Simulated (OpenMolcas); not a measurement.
# Mn²⁺ with 6 ligands (fluoride): CASSCF and CASPT2 levels and susceptibility

Which state of Mn²⁺ lies lowest among these ligands, how large is the field, and what χT follows?

The numbers are computed with OpenMolcas 26.06 (state-averaged CASSCF and CASPT2, spin-orbit coupling by RASSI with atomic mean-field integrals), except any that are marked as measured or tabulated.

## (1) The atom as given

| Quantity | Value |
| --- | --- |
| Species | Mn²⁺ (manganese, Z = 25, 23 electrons) |
| Basis | ANO-RCC-VTZP [6s5p3d2f1g], 239 functions with the ligands |
| Scalar Hamiltonian | DKH2, point nucleus |
| Inactive shells | 1s 2s 2p 3s 3p of the metal, and all ligand shells |
| Active space | 5 electrons in 5 orbitals (3d) |
| Some configurations of this space | 3d⁵ |
| Orbitals | optimised for each spin and parity, averaged over all roots |

Outer shells as boxes (Hund's rule):

3d5
```
3d [↑ ][↑ ][↑ ][↑ ][↑ ]
```

Mn²⁺ is taken with 6 ligands (fluoride) in octahedron coordination (Oh) at 2.14 Å. A charge of +0.667 e stands 3.2 Å behind each ligand. Ligand basis ANO-RCC-VTZP. The distances are assumed, not relaxed.

```xyz
7

Mn    0.0000    0.0000    0.0000
F     2.1400    0.0000    0.0000
F     0.0000    2.1400    0.0000
F    -2.1400    0.0000    0.0000
F     0.0000   -2.1400    0.0000
F     0.0000    0.0000    2.1400
F     0.0000    0.0000   -2.1400
```

Each step is its own input file, run in one work folder so that later steps find the files of earlier ones. Labels, J, g values, rates, χT and fits are worked out afterwards by a script from the matrices that RASSI stores. The input lists half of the charges; inversion (Group=XYZ) makes the rest.

## (2) Basis and integrals

a.inp

```
&GATEWAY
Coord
7

Mn 0.0 0.0 0.0
F 2.140000 0.000000 0.000000
F 0.000000 2.140000 0.000000
F -2.140000 0.000000 0.000000
F 0.000000 -2.140000 0.000000
F 0.000000 0.000000 2.140000
F 0.000000 0.000000 -2.140000
Basis=Mn.ANO-RCC-VTZP,F.ANO-RCC-VTZP
Group=XYZ
NoMove
AngMom=0.0 0.0 0.0
AMFI
RICD
XField
3 Angstrom 0
5.340000 0.000000 0.000000 0.666667
0.000000 5.340000 0.000000 0.666667
0.000000 0.000000 5.340000 0.666667
&SEWARD
```

Started as:

```bash
$ OMP_NUM_THREADS=1 MOLCAS_MEM=3686 MOLCAS_PROJECT=a pymolcas a.inp > a.log
```

## (3) Reference wave functions, sextets of even parity, 1 root

a.inp

```
&RASSCF
FileOrb=start.orb
Symmetry=1
Spin=6
nActEl=5 0 0
Inactive=18 21
Ras2=5 0
CIRoot=1 1 1
SDav=1
CIMx=300
Iter=150 100
PrWF=0.3
OrbListing=Nothing
MaxOrb=0
LevShft=1.0
>>> COPY $Project.JobIph JOB001
```

start.orb holds start orbitals that the driver prepared beforehand, or those of the step before.

## (4) CASSCF: quartets of even parity, 24 roots

a.inp

```
&RASSCF
FileOrb=start.orb
Symmetry=1
Spin=4
nActEl=5 0 0
Inactive=18 21
Ras2=5 0
CIRoot=24 24 1
SDav=24
CIMx=300
Iter=150 100
PrWF=0.3
OrbListing=Nothing
MaxOrb=0
LevShft=1.0
>>> COPY $Project.JobIph JOB002
```

## (5) CASSCF: doublets of even parity, 75 roots

a.inp

```
&RASSCF
FileOrb=start.orb
Symmetry=1
Spin=2
nActEl=5 0 0
Inactive=18 21
Ras2=5 0
CIRoot=75 75 1
SDav=75
CIMx=300
Iter=150 100
PrWF=0.3
OrbListing=Nothing
MaxOrb=0
LevShft=1.0
>>> COPY $Project.JobIph JOB003
```

## (6) RASSI: spin-orbit coupling between the states

a.inp

```
&RASSI
NrOfJobIphs=3 1 24 75
1
1 2 3 4 5 6 7 8 9 10 11 12 13 14 15 16 17 18 19 20 21 22 23 24
1 2 3 4 5 6 7 8 9 10 11 12 13 14 15 16 17 18 19 20 21 22 23 24 25 26 27
28 29 30 31 32 33 34 35 36 37 38 39 40 41 42 43 44 45 46 47 48 49 50 51
52 53 54 55 56 57 58 59 60 61 62 63 64 65 66 67 68 69 70 71 72 73 74 75
IphNames
JOB001
JOB002
JOB003
EJob
SpinOrbit
DIPRint=1.0
SOCoupling=1000.0
Subsets=2
Property=9
'ANGMOM' 1 'ANGMOM' 2 'ANGMOM' 3 'MLTPL  1' 1 'MLTPL  1' 2 'MLTPL  1' 3
'AMFI' 1 'AMFI' 2 'AMFI' 3
SOProperty=3
'ANGMOM' 1 'ANGMOM' 2 'ANGMOM' 3
```

## (7) CASPT2: IPEA 0.25, imaginary shift 0.1 (closed shells correlated: 3s 3p of the metal, with ligand shells; the Frozen line counts the rest)

a.inp

```
>>> COPY JOB001 $Project.JobIph
&CASPT2
Multistate=1 1
Frozen=5 6
IPEA=0.25
Imaginary=0.1
MaxIter=60
WThr=0.0 0.3 0.05
PrWF=0.5
NoMix
>>> COPY JOB002 $Project.JobIph
&CASPT2
Multistate=24 1 2 3 4 5 6 7 8 9 10 11 12 13 14 15 16 17 18 19 20 21 22
23 24
NoMult
Frozen=5 6
IPEA=0.25
Imaginary=0.1
MaxIter=60
WThr=0.0 0.3 0.05
PrWF=0.5
NoMix
>>> COPY JOB003 $Project.JobIph
&CASPT2
Multistate=75 1 2 3 4 5 6 7 8 9 10 11 12 13 14 15 16 17 18 19 20 21 22
23 24 25 26 27 28 29 30 31 32 33 34 35 36 37 38 39 40 41 42 43 44 45 46
47 48 49 50 51 52 53 54 55 56 57 58 59 60 61 62 63 64 65 66 67 68 69 70
71 72 73 74 75
NoMult
Frozen=5 6
IPEA=0.25
Imaginary=0.1
MaxIter=60
WThr=0.0 0.3 0.05
PrWF=0.5
NoMix
```

(Steps that only read results are left out.)

Before running it: what results should come out? Wanted: spin-free ground state; lowest level; next level.

As calculated:

| quantity | value |
| --- | --- |
| method | SS-CASPT2, IPEA 0.25, imaginary shift 0.1 (closed shells correlated: 3s 3p of the metal, with ligand shells; the Frozen line counts the rest) |
| spin-free ground state | 6A1, 1-fold in its orbital part |
| lowest level | 6-fold |
| next level | 23129.1 cm⁻¹ |
| χT at 300 K | 4.39 cm³ K/mol |
| effective moment at 300 K | 5.92 μB |

Cost by method:

| method | time of its own steps | time with the reference |
| --- | --- | --- |
| A. CASSCF | 2.2 min | 2.2 min |
| B. SS-CASPT2, IPEA 0.25, imaginary shift 0.1, +3s 3p | 31 min | 33 min |

Times are of one thread on a shared host.

What this shows: The spin-free ground state (6A1) comes to 100 % from free-ion S terms and keeps the highest spin of the shell. χT at 300 K is 4.39, against 4.39 cm³ K/mol for the spin alone, as a half-filled shell (L = 0) has no orbital moment. An active space of the d shell alone favours high spin; real ions in strong fields can be low spin. A ligand-field fit to the states below 45000 cm-1 gives 10Dq = 5775 cm-1, B = 788 cm-1 and C = 3484 cm-1 (C/B = 4.42), with a deviation of 712 cm-1. CASPT2 does not keep the components of a term degenerate, and the means are used. With metal d orbitals alone active, the gaps between spin states are rough; where two lie within a few thousand cm-1, their order is open.
